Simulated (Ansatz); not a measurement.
# Zr3SiW: the cost of one run

Method: DFT PBE, scalar-relativistic, plane waves, PAW, in Ansatz 0.2.0.

### Step 1. The starting structure

Symmetry: P4/mmm, No. 123, tetragonal system. Conventional cell: a = 3.670 Å, b = 3.670 Å, c = 6.412 Å, α = 90.00°, β = 90.00°, γ = 90.00°. Zr (site symmetry 4/mmm) has 4 W at 2.60 Å and 2 Si at 3.21 Å as nearest neighbours. Zr (site symmetry 4mm) is surrounded by 1 W at 1.91 Å. Si (site symmetry 4/mmm) is surrounded by 10 Zr at 2.90 to 3.21 Å. W (site symmetry 4/mmm) has 2 Zr at 1.91 Å as nearest neighbours.

Coordinates:

```cif
data_structure
_symmetry_space_group_name_H-M 'P 1'
_symmetry_Int_Tables_number 1
_cell_length_a 3.6701
_cell_length_b 3.6701
_cell_length_c 6.4116
_cell_angle_alpha 90.000
_cell_angle_beta 90.000
_cell_angle_gamma 90.000
_cell_volume 86.36
loop_
_atom_site_label
_atom_site_type_symbol
_atom_site_fract_x
_atom_site_fract_y
_atom_site_fract_z
_atom_site_occupancy
Zr1 Zr 0.50000 0.50000 0.00000 1
Zr2 Zr 0.00000 0.00000 0.70168 1
Zr3 Zr 0.00000 0.00000 0.29832 1
Si1 Si 0.50000 0.50000 0.50000 1
W1 W 0.00000 0.00000 0.00000 1
```

The cell is invented: random cell by space group and Wyckoff sites (P4/mmm, No. 123). The dimensions are guesses.

### Step 2. A first look at the guess

input.yaml reads:

```yaml
crystal:
  lattice:
    - [3.67005784, 0.0, 0.0]
    - [0.0, 3.67005784, 0.0]
    - [0.0, 0.0, 6.41161992]
  atoms:
    - { symbol: Zr, position: [0.5, 0.5, 0.0] }
    - { symbol: Zr, position: [0.0, 0.0, 0.70167885] }
    - { symbol: Zr, position: [0.0, 0.0, 0.29832115] }
    - { symbol: Si, position: [0.5, 0.5, 0.5] }
    - { symbol: W, position: [0.0, 0.0, 0.0] }
basis:
  ecutwfc: 420
kpoints:
  mp_grid: { grid: [6, 6, 4] }
hamiltonian:
  xc: pbe
scf:
  occupations: { method: gaussian, width: 0.1 }
  lower_state_search: "off"
output:
  forces: true
  stress: true
  eigenvalues: true
```

Started as:

```bash
> ansatz run input.yaml --threads 1 --pin off --max-ram 2560MiB --backend cpu --events-out ev --progress --plain --runs-dir out
```

Q: Estimate wall time and peak memory on 1 thread of Intel Xeon 6975P-C (Granite Rapids), shared host.

About 2.6 s, with a peak of 0.43 GiB.
